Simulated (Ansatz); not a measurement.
# BN with a defect (V on a B site): a single-point run

Aim: the field gradients at the nuclei of BN with a defect (V on a B site), from a sound single-point run.

The COD entry's cell or inner coordinates are ideal or old and differ from later refinements, so a difference from it is no clean test against experiment.

Program: Ansatz 0.2.0. Level of theory: DFT, PBE, plane-wave PAW, default files, scalar-relativistic. These are calculated values, not measurements.

### 1 The system as given

The structure is hexagonal, space group P-6m2 (No. 187). Conventional cell: a = 7.495 Å, b = 7.495 Å, c = 6.636 Å, α = 90.00°, β = 90.00°, γ = 120.00°. Around V (site symmetry -6m2) lie 3 N at 1.44 Å. Around B (site symmetry m) lie 3 N at 1.44 Å. Around B (site symmetry -6m2) lie 3 N at 1.44 Å. B (site symmetry mm2) is surrounded by 3 N at 1.44 Å. N (site symmetry -6m2) has 3 B at 1.44 Å as nearest neighbours. Only part of the 14 independent sites is listed.

The input asks for a charge of +1 e on the cell.

As a file:

```
V B N
1.0
     7.49472    0.00000    0.00000
    -3.74736    6.49062    0.00000
     0.00000    0.00000    6.63570
V B N
1 17 18
Cartesian
  0.0000 1.4424 1.6589
  -1.2491 3.6059 1.6589
  -2.4982 5.7694 1.6589
  2.4982 1.4424 1.6589
  1.2491 3.6059 1.6589
  0.0000 5.7694 1.6589
  4.9965 1.4424 1.6589
  3.7474 3.6059 1.6589
  2.4982 5.7694 1.6589
  1.2491 0.7212 4.9768
  0.0000 2.8847 4.9768
  -1.2491 5.0483 4.9768
  3.7474 0.7212 4.9768
  2.4982 2.8847 4.9768
  1.2491 5.0483 4.9768
  6.2456 0.7212 4.9768
  4.9965 2.8847 4.9768
  3.7474 5.0483 4.9768
  0.0000 1.4424 4.9768
  -1.2491 3.6059 4.9768
  -2.4982 5.7694 4.9768
  2.4982 1.4424 4.9768
  1.2491 3.6059 4.9768
  0.0000 5.7694 4.9768
  4.9965 1.4424 4.9768
  3.7474 3.6059 4.9768
  2.4982 5.7694 4.9768
  1.2491 0.7212 1.6589
  0.0000 2.8847 1.6589
  -1.2491 5.0483 1.6589
  3.7474 0.7212 1.6589
  2.4982 2.8847 1.6589
  1.2491 5.0483 1.6589
  6.2456 0.7212 1.6589
  4.9965 2.8847 1.6589
  3.7474 5.0483 1.6589
```

### 2 Input and run

input.yaml

```yaml
crystal:
  lattice:
    - [7.49472, 0.0, 0.0]
    - [-3.74736, 6.4906179144, 0.0]
    - [0.0, 0.0, 6.6357]
  atoms:
    - { symbol: V, position: [0.1111111111, 0.2222222222, 0.25], spin: 1.0 }
    - { symbol: B, position: [0.1111111111, 0.5555555556, 0.25] }
    - { symbol: B, position: [0.1111111111, 0.8888888889, 0.25] }
    - { symbol: B, position: [0.4444444444, 0.2222222222, 0.25] }
    - { symbol: B, position: [0.4444444444, 0.5555555556, 0.25] }
    - { symbol: B, position: [0.4444444444, 0.8888888889, 0.25] }
    - { symbol: B, position: [0.7777777778, 0.2222222222, 0.25] }
    - { symbol: B, position: [0.7777777778, 0.5555555556, 0.25] }
    - { symbol: B, position: [0.7777777778, 0.8888888889, 0.25] }
    - { symbol: B, position: [0.2222222222, 0.1111111111, 0.75] }
    - { symbol: B, position: [0.2222222222, 0.4444444444, 0.75] }
    - { symbol: B, position: [0.2222222222, 0.7777777778, 0.75] }
    - { symbol: B, position: [0.5555555556, 0.1111111111, 0.75] }
    - { symbol: B, position: [0.5555555556, 0.4444444444, 0.75] }
    - { symbol: B, position: [0.5555555556, 0.7777777778, 0.75] }
    - { symbol: B, position: [0.8888888889, 0.1111111111, 0.75] }
    - { symbol: B, position: [0.8888888889, 0.4444444444, 0.75] }
    - { symbol: B, position: [0.8888888889, 0.7777777778, 0.75] }
    - { symbol: "N", position: [0.1111111111, 0.2222222222, 0.75] }
    - { symbol: "N", position: [0.1111111111, 0.5555555556, 0.75] }
    - { symbol: "N", position: [0.1111111111, 0.8888888889, 0.75] }
    - { symbol: "N", position: [0.4444444444, 0.2222222222, 0.75] }
    - { symbol: "N", position: [0.4444444444, 0.5555555556, 0.75] }
    - { symbol: "N", position: [0.4444444444, 0.8888888889, 0.75] }
    - { symbol: "N", position: [0.7777777778, 0.2222222222, 0.75] }
    - { symbol: "N", position: [0.7777777778, 0.5555555556, 0.75] }
    - { symbol: "N", position: [0.7777777778, 0.8888888889, 0.75] }
    - { symbol: "N", position: [0.2222222222, 0.1111111111, 0.25] }
    - { symbol: "N", position: [0.2222222222, 0.4444444444, 0.25] }
    - { symbol: "N", position: [0.2222222222, 0.7777777778, 0.25] }
    - { symbol: "N", position: [0.5555555556, 0.1111111111, 0.25] }
    - { symbol: "N", position: [0.5555555556, 0.4444444444, 0.25] }
    - { symbol: "N", position: [0.5555555556, 0.7777777778, 0.25] }
    - { symbol: "N", position: [0.8888888889, 0.1111111111, 0.25] }
    - { symbol: "N", position: [0.8888888889, 0.4444444444, 0.25] }
    - { symbol: "N", position: [0.8888888889, 0.7777777778, 0.25] }
magnetization:
  spin_polarized: true
total_charge: 1
kpoints:
  mp_grid: { grid: [3, 2, 4] }
scf:
  occupations: { method: fermi_dirac, width: 0.01 }
  max_iter: 75
hamiltonian:
  xc: pbe
  pseudopotentials: { kind: paw }
output:
  forces: true
  stress: true
  populations: true
  efg:
    quadrupole_moments_barn: { V: -0.052, B: 0.04059, "N": 0.02044 }
    contact_densities: true
```

On the command line:

```
> ansatz run input.yaml --threads 1 --pin off --max-ram 3072MiB --backend cpu --events-out ev --progress --plain --runs-dir out
```

**Question.** How will this run end, and is anything wrong with its input?

The program finished normally, with warnings (symmetry narrowed by mesh). It gives a pressure of 25 GPa and a largest force of 21.6 eV/Å, which is large; a structure far from rest gives such values too, whatever the setting.

In the input, kpoints.mp_grid.grid is [3, 2, 4]. What could go wrong: uneven k-mesh. It still converged here, which does not make the setting sound.

To check: set kpoints.mp_grid.grid to [3, 3, 3].
